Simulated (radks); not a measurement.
# Cs⁴⁰⁺ in [Ne] 3s2 3p3: an all-electron calculation

Aim: the levels, the sizes of the orbitals and the parts of the energy of the caesium ion Cs40+.

The numbers are computed with radks (a radial shooting solver on a logarithmic mesh, Libxc functionals) version 1 (Dirac Kohn-Sham, exchange-only B88, spin-unpolarised, spherical densities, finite nucleus; open shells fill j = l - 1/2 first), except any that are marked as measured or tabulated.

## Step 1: Starting point

```
element            : caesium (Z = 55)
charge             : +40
electrons          : 15
configuration      : [Ne] 3s2 3p3
nuclear rms radius : 4.8041 fm
```

## Step 2: The calculation

Settings of this run:

```text
Z 55
configuration [Ne] 3s2 3p3
relativity Dirac
functional b88,
spin unpolarised
j_filling energy
nucleus finite rms 4.8041 fm
c 137.035999084
```

Command:

```bash
$ python run_ks.py task.json out
```

All runs below come from this command, one after another.

What does the calculation give?

As calculated:

| quantity | value |
| --- | --- |
| total energy | -6386.8164 hartree |
| exchange-correlation share of it | 1.76 % |
| −T/E | 1.0778 |
| highest occupied level | 3p3/2, -2902.8 eV |
| most extended occupied level | 3s1/2, <r> = 0.269 bohr |
| radius at density 0.001 e/bohr³ | 0.756 bohr |
| maxima of the radial density | 3 |
| ionisation energy, NIST | 2945 (theory) eV |

3 principal shells are occupied and 3 maxima appear in the radial density. −T/E is 1.078: with relativity the kinetic term as defined here no longer equals −E. Minus the highest eigenvalue, 2902.8 eV, is 99 % of the tabulated ionisation energy (2945 eV). Spin polarisation and multiplet splitting are left out.
